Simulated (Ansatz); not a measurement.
**CH4AlFGe: rigid scan of one bond length, by script**

How does the energy of CH4AlFGe change as one bond is stretched? The task is a rigid scan of one bond length, for CH4AlFGe.

Computed with Ansatz 0.2.0, driven from Python. Level of theory: B3LYP/def2-SVP.

## (1) The system

Bond lengths: F1–C2 1.369 Å, C2–Al3 1.916 Å, C2–Ge4 1.972 Å, Al3–Ge4 2.484 Å, C2–H5 1.104 Å, Al3–H6 1.623 Å, Ge4–H7 1.504 Å, Ge4–H8 1.559 Å. Angles (14 of 15 angles, heavy atoms first): F1–C2–Al3 112.5°, F1–C2–Ge4 107.7°, Al3–C2–Ge4 79.4°, C2–Al3–Ge4 51.3°, C2–Ge4–Al3 49.3°, F1–C2–H5 116.5°, Al3–C2–H5 118.4°, Ge4–C2–H5 116.6°, C2–Al3–H6 155.8°, Ge4–Al3–H6 152.7°, C2–Ge4–H7 120.8°, C2–Ge4–H8 115.5°, Al3–Ge4–H7 107.9°, Al3–Ge4–H8 103.7°.

The script holds or builds the structure itself.

## (2) The script

Input file scan.py:

```python
import logging
import sys

import ansatz as az
import matplotlib.pyplot as plt
import numpy as np

logging.basicConfig(stream=sys.stdout, format="%(levelname)s:%(name)s:%(message)s")
log = logging.getLogger("ch4alfge")
log.setLevel(logging.INFO)

GEOMETRY = """
F    -0.14860    1.17220   -1.63330
C    -0.68310    0.48110   -0.57910
Al    0.20900    0.86060    1.07410
Ge    0.37170   -1.16950   -0.34770
H    -1.78130    0.37060   -0.56940
H     0.64430    1.76770    2.34790
H     1.78090   -1.26030   -0.86400
H    -0.30070   -2.27950    0.51570
"""


def main() -> None:
    mol = az.Crystal.molecule()
    for line in GEOMETRY.strip().splitlines():
        symbol, *xyz = line.split()
        mol = mol.atom(symbol, [float(v) for v in xyz])

    symbols = [site.symbol for site in mol.cartesian_sites]
    start = np.array([site.position_ang for site in mol.cartesian_sites])
    axis = (start[7] - start[3]) / np.linalg.norm(start[7] - start[3])
    moving = [7]
    lengths, energies = [1.32, 1.43, 1.56, 1.71, 1.95, 2.34, 2.81, 3.43], []
    for length in lengths:
        xyz = start.copy()
        xyz[moving] += (length - np.linalg.norm(start[7] - start[3])) * axis
        point = az.Crystal.molecule()
        for symbol, xyz in zip(symbols, xyz):
            point = point.atom(symbol, xyz.tolist())
        model = point.calculation()
        model = model.basis(gaussian="def2-SVP")
        model = model.functional("b3lyp")
        rep = model.run().report
        energies.append(rep["free_energy_ev"])
        log.info(f"r = {length:6.3f} A  E = {energies[-1]:.5f} eV  <S^2> = {abs(rep['mean_field']['state']['spin_squared']):.3f}")

    print("energy above the lowest point (eV):", [round(e - min(energies), 3) for e in energies])
    plt.figure(figsize=(4.5, 3))
    plt.plot(lengths, np.array(energies) - min(energies), "o-")
    plt.xlabel("bond length (A)")
    plt.ylabel("E - E(min) (eV)")
    plt.tight_layout()
    plt.savefig("scan.png", dpi=100)


if __name__ == "__main__":
    main()
```

## (3) The input behind the calls

The engine receives this input (first run):

```yaml
crystal:
  periodic: [false, false, false]
  atoms:
    - { symbol: F, position_ang: [-0.1486, 1.1722, -1.6333] }
    - { symbol: C, position_ang: [-0.6831, 0.4811, -0.5791] }
    - { symbol: Al, position_ang: [0.209, 0.8606, 1.0741] }
    - { symbol: Ge, position_ang: [0.3717, -1.1695, -0.3477] }
    - { symbol: H, position_ang: [-1.7813, 0.3706, -0.5694] }
    - { symbol: H, position_ang: [0.6443, 1.7677, 2.3479] }
    - { symbol: H, position_ang: [1.7809, -1.2603, -0.864] }
    - { symbol: H, position_ang: [-0.1977124762197121, -2.1094878771622256, 0.38345813796564465] }
basis:
  gaussian:
    orbitals: def2-SVP
hamiltonian:
  xc: b3lyp
```

## (4) Launch

Run with:

```console
$ python scan.py
```

Without the output at hand: what should come out? Wanted: range of energy; lowest point, distance.

The runs gave:

```
                  quantity     value
             runs compared         8
           range of energy  3.871 eV
lowest point, distance (Å)      1.56
```

The lowest point, at 1.56, lies inside the range. The ends stand 0.524 and 3.87 eV above it. The distance scanned is the script's pair 3, 7. The rest of the molecule is held rigid at a force-field or estimated start geometry, and the basis set is modest; single-reference methods fail as a bond breaks. b3lyp holds the VWN-RPA fit, as in Gaussian; the form of ORCA and Turbomole is b3lyp5. The orbitals are restricted, so S² is zero by construction. Toward dissociation an unrestricted state lies under the restricted one, by 1 to 2 eV or more.
